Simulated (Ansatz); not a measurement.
# AlBr+ (doublet): from Hartree-Fock to the top rungs, cc-pVTZ

The task here is to estimate one member of a computed series from the others.

The runs use Ansatz 0.2.0, Gaussian basis; cc-pVTZ, core rule «outside noble gas», up to 19 orbitals frozen.

To be run: UHF; CCSD(T) on ROHF; CCSD(T) on UHF; BCCD(T) on ROHF; CISD; CCSDT(Q) on ROHF; CCSDT(Q) on UHF.

24 further runs of the same task are left out: 8 for a known fault of the program, 8 that didn't finish, 8 set aside as unsound or not needed.

## The geometry

The geometry is a PBE0/def2-TZVP stationary point (not a proven minimum) of the parent state, kept for this charge and spin. No spin-orbit coupling is included. The filled d shell of Br may be among the frozen orbitals whatever the setting's name suggests; the logs give the count.

2 atoms, charge 1, spin multiplicity 2.

Atoms are counted from 1 here; the program's logs count them from 0.

Bond lengths: Al1–Br2 2.527 Å.

Set-up of the first run:

in.yaml

```yaml
crystal:
  periodic: [false, false, false]
  atoms:
    - {symbol: Al, position_ang: [0.000000, 0.000000, 0.000000]}
    - {symbol: Br, position_ang: [0.000000, 0.000000, 2.526700]}
basis:
  gaussian: {orbitals: cc-pVTZ}
total_charge: 1
magnetization: {spin_polarized: true, initial_magnetization: 1}
hamiltonian: {xc: hf}
output: {orbitals: {seedname: orbitals}}
```

Command:

```
$ ansatz run in.yaml --threads 1 --pin off --events-out ev --progress --plain --max-ram 2393MiB
```

Among the steps run: UHF; CCSD(T) on ROHF; CCSD(T) on UHF; BCCD(T) on ROHF; CISD; CCSDT(Q) on ROHF; CCSDT(Q) on UHF.

One table of the session follows, with a row left open; its other results are not shown here.

```
   method  from UCCSDT(Q) (meV)
     ROHF               +6068.4
      UHF               +5871.5
     RMP2                +902.2
     UMP2                +948.4
     CISD                +704.2
    RCCSD                +319.7
    UCCSD                +295.6
 RCCSD(T)                 +42.1
 UCCSD(T)                 +45.6
  BCCD(T)                 +46.5
   RCCSDT                 +19.9
   UCCSDT                     ?
RCCSDT(Q)                  +4.9
UCCSDT(Q)                     0
```

Q: Estimate the row for UCCSDT from the others.

**Answer.** from UCCSDT(Q) (meV): +16.1. In the column «from UCCSDT(Q) (meV)» it lies between RCCSDT(Q) (+4.9) and RCCSDT (+19.9).

To keep in mind: Restricted and unrestricted rows rest on different reference determinants; where their highest levels disagree by more than a few hundredths of an eV, they describe different states and don't form one ladder.
